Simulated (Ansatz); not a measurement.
# Rb3LuP2O8: the cost of one run

Computed with Ansatz 0.2.0 (DFT, PBE, plane-wave PAW, default files, scalar-relativistic, as far as a step names no other, unless a step's input says otherwise).

**1. The starting structure**

Symmetry: P-3m1, No. 164, trigonal system. Conventional cell: a = 5.614 Å, b = 5.614 Å, c = 8.057 Å, α = 90.00°, β = 90.00°, γ = 120.00°. Rb (site symmetry -3m) is surrounded by 12 O at 3.31 to 3.33 Å and 6 Rb at 3.79 Å. Rb (site symmetry 3m) has 7 O at 2.71 to 2.93 Å as nearest neighbours. Around Lu (site symmetry -3m) lie 6 O at 2.18 Å. P (site symmetry 3m) has 4 O at 1.51 to 1.55 Å as nearest neighbours. O (site symmetry m) is surrounded by 1 P at 1.55 Å and 1 Lu at 2.18 Å. O (site symmetry 3m) has 1 P at 1.51 Å as nearest neighbours.

Coordinates:

```xyz
14
Lattice="5.6142 0.0000 0.0000 -2.8071 4.8620 0.0000 0.0000 0.0000 8.0569" Properties=species:S:1:pos:R:3 pbc="T T T"
Rb    0.0000    0.0000    4.0284
Rb    0.0000    3.2414    2.0582
Rb    2.8071    1.6207    5.9987
Lu    0.0000    0.0000    0.0000
P     0.0000    3.2414    6.2835
P     2.8071    1.6207    1.7734
O     1.2605    3.9691    6.8114
O     0.0000    1.7858    6.8114
O    -1.2605    3.9691    6.8114
O     1.5466    0.8929    1.2455
O     2.8071    3.0762    1.2455
O     4.0676    0.8929    1.2455
O     0.0000    3.2414    4.7701
O     2.8071    1.6207    3.2868
```

**2. Single point at the given positions**

Contents of input.yaml:

```yaml
crystal:
  lattice:
    - [5.6142063633, 0.0, 0.0]
    - [-2.8071031816, 4.8620453327, 0.0]
    - [0.0, 0.0, 8.05688216]
  atoms:
    - { symbol: Rb, position: [0.0, 0.0, 0.5] }
    - { symbol: Rb, position: [0.3333333333, 0.6666666667, 0.25545867] }
    - { symbol: Rb, position: [0.6666666667, 0.3333333333, 0.74454133] }
    - { symbol: Lu, position: [0.0, 0.0, 0.0] }
    - { symbol: P, position: [0.3333333333, 0.6666666667, 0.77989004] }
    - { symbol: P, position: [0.6666666667, 0.3333333333, 0.22010996] }
    - { symbol: O, position: [0.63270297, 0.816351485, 0.84541442] }
    - { symbol: O, position: [0.183648515, 0.36729703, 0.84541442] }
    - { symbol: O, position: [0.183648515, 0.816351485, 0.84541442] }
    - { symbol: O, position: [0.36729703, 0.183648515, 0.15458558] }
    - { symbol: O, position: [0.816351485, 0.63270297, 0.15458558] }
    - { symbol: O, position: [0.816351485, 0.183648515, 0.15458558] }
    - { symbol: O, position: [0.3333333333, 0.6666666667, 0.59205224] }
    - { symbol: O, position: [0.6666666667, 0.3333333333, 0.40794776] }
kpoints:
  mp_grid: { grid: [5, 5, 3] }
scf:
  occupations: { method: fermi_dirac, width: 0.02 }
hamiltonian:
  xc: pbe
  pseudopotentials: { kind: paw }
output:
  forces: true
  stress: true
  populations: true
  efg:
    quadrupole_moments_barn: { Rb: 0.1335, Lu: 3.49, O: -0.02558 }
    contact_densities: true
  write_density: true
  write_potential: true
  elf: true
  volumetric_format: npy
```

Run with:

```
ansatz run input.yaml --threads 1 --pin off --max-ram 2560MiB --backend cpu --events-out ev --progress --plain --runs-dir out
```

What time and memory should one allow on 1 thread of Intel Xeon 6975P-C (Granite Rapids), shared host?

About 13 s, with a peak of 0.7 GiB.
